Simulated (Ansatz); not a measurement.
**C4H3F3: a ladder of functionals and wavefunction methods**

One table from this session's results is given with a row withheld; the runs are named, their logs left out.

The runs use Ansatz 0.2.0, Gaussian basis; functionals in def2-TZVPP, the program's frozen cores in correlated methods.

Levels to be run: LDA (SPW92), PBE-D4, revPBE-D4, BLYP-D4, r2SCAN-D4, B97M-V, PBE0-D4, B3LYP-D4, r2SCANh-D4, r2SCAN0-D4, HSE06-D4, BHLYP-D4, CAM-B3LYP-D4, LC-ωPBE, ωB97X-V, ωB97M-V, B2PLYP, PBE-QIDH; CCSD(T)/def2-SVP; CCSD(T)/def2-TZVPP; MP2/def2-QZVPP; extrapolation to the limit; RPA on PBE.

## Structure used throughout

The geometry comes from an earlier relaxation with PBE0-D4 in a triple-zeta def2 set; it is a stationary point, not always the lowest conformer.

SMILES `FC1=C[C@H](F)[C@H]1F`, 10 atoms, charge 0, spin multiplicity 1.

Atoms are counted from 1 here; the program's logs count them from 0.

Bond lengths: F1–C2 1.311 Å, C2–C3 1.330 Å, C2–C6 1.491 Å, C3–C4 1.503 Å, C3–H8 1.080 Å, C4–F5 1.375 Å, C4–C6 1.552 Å, C4–H9 1.092 Å, C6–F7 1.370 Å, C6–H10 1.092 Å. Angles: F1–C2–C3 134.0°, F1–C2–C6 129.0°, C3–C2–C6 97.0°, C2–C3–C4 91.3°, C2–C3–H8 135.8°, C4–C3–H8 132.8°, C3–C4–F5 115.5°, C3–C4–C6 87.6°, C3–C4–H9 116.7°, F5–C4–C6 114.7°, F5–C4–H9 108.2°, C6–C4–H9 113.1°, C2–C6–C4 83.6°, C2–C6–F7 116.5°, C2–C6–H10 116.6°, C4–C6–F7 116.5°, C4–C6–H10 113.1°, F7–C6–H10 108.9°.

Geometry (Å):

```
F    -0.06163   -0.93510   -2.21799
C    -0.07505   -0.52868   -0.97132
C    -0.28403   -1.13294    0.19471
C     0.06444    0.12100    0.94669
F    -0.92032    0.60891    1.77330
C     0.17218    0.83726   -0.42613
F     1.38241    1.40467   -0.72494
H    -0.58508   -2.11992    0.51268
H     1.00484    0.11516    1.50182
H    -0.61446    1.57834   -0.58583
```

Set-up of the first run:

The input, in.yaml:

```yaml
crystal:
  periodic: [false, false, false]
  atoms:
    - {symbol: F, position_ang: [-0.061633, -0.935100, -2.217988]}
    - {symbol: C, position_ang: [-0.075048, -0.528680, -0.971324]}
    - {symbol: C, position_ang: [-0.284031, -1.132937, 0.194710]}
    - {symbol: C, position_ang: [0.064443, 0.120998, 0.946688]}
    - {symbol: F, position_ang: [-0.920318, 0.608910, 1.773304]}
    - {symbol: C, position_ang: [0.172183, 0.837259, -0.426126]}
    - {symbol: F, position_ang: [1.382409, 1.404669, -0.724937]}
    - {symbol: H, position_ang: [-0.585083, -2.119918, 0.512682]}
    - {symbol: H, position_ang: [1.004836, 0.115161, 1.501824]}
    - {symbol: H, position_ang: [-0.614459, 1.578338, -0.585833]}
basis:
  gaussian: {orbitals: def2-TZVPP}
hamiltonian: {xc: lda}
output: {orbitals: {seedname: orbitals}}
```

Run with:

```console
ansatz run in.yaml --threads 4 --pin off --events-out ev --progress --plain --max-ram 10444MiB
```

Among the steps run: LDA; PBE-D4 (GGA); revPBE-D4 (GGA); BLYP-D4 (GGA); r2SCAN-D4 (meta-GGA); B97M-V (meta-GGA); B3LYP-D4 (hybrid); r2SCANh-D4 (hybrid); r2SCAN0-D4 (hybrid); HSE06-D4 (hybrid); BHLYP-D4 (hybrid); CAM-B3LYP-D4 (range-separated); LC-ωPBE (range-separated); ωB97X-V (range-separated); ωB97M-V (range-separated); B2PLYP (double hybrid); PBE-QIDH (double hybrid).

One table of the session follows, with a row left open; its other results are not shown here.

It belongs to the step «Orbital energies across the functionals». 

| functional | HOMO (eV) | gap (eV) |
| --- | --- | --- |
| LDA (SPW92) | -7.32 | 5.49 |
| PBE-D4 | ? | ? |
| revPBE-D4 | -7.03 | 5.60 |
| BLYP-D4 | -6.97 | 5.53 |
| r2SCAN-D4 | -7.35 | 6.04 |
| B97M-V | -7.39 | 6.15 |
| PBE0-D4 | -8.37 | 7.85 |
| B3LYP-D4 | -8.14 | 7.35 |
| r2SCANh-D4 | -7.82 | 6.89 |
| r2SCAN0-D4 | -8.53 | 8.15 |
| HSE06-D4 | -7.96 | 7.06 |
| BHLYP-D4 | -9.49 | 10.07 |
| CAM-B3LYP-D4 | -9.73 | 10.34 |
| LC-ωPBE | -11.09 | 12.93 |
| ωB97X-V | -10.69 | 12.47 |
| ωB97M-V | -10.59 | 12.24 |

Estimate the missing values for PBE-D4.

The run gave: HOMO (eV): -7.11; gap (eV): 5.56. In the column «HOMO (eV)» it lies between LDA (SPW92) (-7.32) and revPBE-D4 (-7.03).
